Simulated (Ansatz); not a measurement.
Geometry optimisation, DFT LDA, scalar-relativistic, plane waves, PAW (Ansatz).

input.yaml

```yaml
crystal:
  lattice:
    - [5.7868, 0.0, 0.0]
    - [-2.8934, 5.011516, 0.0]
    - [0.0, 0.0, 16.24725]
  atoms:
    - { symbol: W, position: [0.0, 0.0, 0.06154888] }
    - { symbol: C, position: [0.33333333, 0.16666666, 0.1486867] }
    - { symbol: W, position: [0.0, 0.0, 0.23582452] }
    - { symbol: C, position: [0.33333333, 0.16666666, 0.32296235] }
    - { symbol: W, position: [-1.0e-08, 0.49999998, 0.06154888] }
    - { symbol: C, position: [0.33333332, 0.66666664, 0.1486867] }
    - { symbol: W, position: [-1.0e-08, 0.49999998, 0.23582452] }
    - { symbol: C, position: [0.33333332, 0.66666664, 0.32296235] }
    - { symbol: W, position: [0.5, 0.0, 0.06154888] }
    - { symbol: C, position: [0.83333333, 0.16666666, 0.1486867] }
    - { symbol: W, position: [0.5, 0.0, 0.23582452] }
    - { symbol: C, position: [0.83333333, 0.16666666, 0.32296235] }
    - { symbol: W, position: [0.49999999, 0.49999998, 0.06154888] }
    - { symbol: C, position: [0.83333332, 0.66666664, 0.1486867] }
    - { symbol: W, position: [0.49999999, 0.49999998, 0.23582452] }
    - { symbol: C, position: [0.83333332, 0.66666664, 0.32296235] }
    - { symbol: Cl, position: [0.33333332, 0.91666663, 0.39435905] }
    - { symbol: H, position: [0.16666664, 1.33333328, 0.3038822] }
basis:
  ecutwfc: 420.0
kpoints:
  mp_grid: { grid: [3, 3, 1] }
hamiltonian:
  xc: lda
  pseudopotentials: { kind: paw, azcp: { folder: soft_1 } }
scf:
  occupations: { method: gaussian, width: 0.05 }
  lower_state_search: "off"
relax:
  f_tol: 0.03
  max_steps: 60
  adjacent_minimum: "off"
  constraints: [{ sites: [0, 4, 8, 12] }]
output:
  write_density: true
  write_potential: true
  elf: true
  volumetric_format: npy
```

Launched with:

```bash
$ ansatz run input.yaml --threads 4 --pin off --max-ram 10240MiB --backend cpu --events-out ev --progress --plain --runs-dir out
```

Problem. Where does it end, and by what steps?

Solution. The run converged. Limits of this set-up: coarse k mesh, thin slab, slab without dipole correction, no dispersion correction for a molecule that may bind weakly, PAW files made for another functional, a typed lattice constant that wasn't relaxed here. After 19 steps the energy has fallen by 4.785 eV; H18 moved furthest, 1.90 Å. Parted: W3–H18 (2.00 → 2.80 Å), W7–H18 (2.00 → 2.80 Å), W15–H18 (2.00 → 3.90 Å). Joined: C12–H18 (1.70 → 1.09 Å).

```json
{"step": "0", "energy less start (eV)": "0.0000", "largest force component (eV/Å)": "4.514", "accepted": "yes"}
{"step": "1", "energy less start (eV)": "-2.0499", "largest force component (eV/Å)": "1.581", "accepted": "yes"}
{"step": "2", "energy less start (eV)": "-2.5238", "largest force component (eV/Å)": "0.506", "accepted": "yes"}
{"step": "3", "energy less start (eV)": "-2.6256", "largest force component (eV/Å)": "0.824", "accepted": "yes"}
{"step": "4", "energy less start (eV)": "-2.9387", "largest force component (eV/Å)": "1.507", "accepted": "yes"}
{"step": "5", "energy less start (eV)": "-3.2721", "largest force component (eV/Å)": "1.168", "accepted": "yes"}
{"step": "6", "energy less start (eV)": "-3.5425", "largest force component (eV/Å)": "1.246", "accepted": "yes"}
{"step": "7", "energy less start (eV)": "-3.7450", "largest force component (eV/Å)": "1.260", "accepted": "yes"}
{"step": "8", "energy less start (eV)": "-3.9672", "largest force component (eV/Å)": "0.825", "accepted": "yes"}
{"step": "9", "energy less start (eV)": "-4.1598", "largest force component (eV/Å)": "0.731", "accepted": "yes"}
{"step": "10", "energy less start (eV)": "-4.3359", "largest force component (eV/Å)": "0.830", "accepted": "yes"}
{"step": "11", "energy less start (eV)": "-4.5108", "largest force component (eV/Å)": "0.750", "accepted": "yes"}
{"step": "12", "energy less start (eV)": "-4.6842", "largest force component (eV/Å)": "1.283", "accepted": "yes"}
{"step": "13", "energy less start (eV)": "-4.7119", "largest force component (eV/Å)": "0.700", "accepted": "yes"}
{"step": "14", "energy less start (eV)": "-4.7601", "largest force component (eV/Å)": "0.768", "accepted": "yes"}
{"step": "15", "energy less start (eV)": "-4.7721", "largest force component (eV/Å)": "0.326", "accepted": "yes"}
{"step": "16", "energy less start (eV)": "-4.7788", "largest force component (eV/Å)": "0.218", "accepted": "yes"}
{"step": "17", "energy less start (eV)": "-4.7839", "largest force component (eV/Å)": "0.088", "accepted": "yes"}
{"step": "18", "energy less start (eV)": "-4.7833", "largest force component (eV/Å)": "0.142", "accepted": "no"}
{"step": "19", "energy less start (eV)": "-4.7849", "largest force component (eV/Å)": "0.012", "accepted": "yes"}
```

```xyz
18
Lattice="5.7868 0.0000 0.0000 -2.8934 5.0115 0.0000 0.0000 0.0000 16.2473" Properties=species:S:1:pos:R:3
W 0.000 0.000 1.000
C 1.454 0.850 2.313
W 0.007 -0.005 3.790
C 1.445 0.747 5.031
W -1.447 2.506 1.000
C 0.016 3.341 2.313
W -1.447 2.514 3.790
C -0.078 3.383 5.031
W 2.893 0.000 1.000
C 4.349 0.840 2.281
W 2.932 0.022 3.737
C 4.410 0.876 4.987
W 1.447 2.506 1.000
C 2.875 3.330 2.302
W 1.463 2.515 3.866
C 2.967 3.383 4.916
Cl -0.561 4.687 6.255
H -4.210 5.922 6.077
```

Whether the end is a true minimum wasn't checked by a vibrational analysis.

Run time: 120 s on 4 threads of Arm Neoverse V1, on a shared host, peak memory 1.2 GiB.
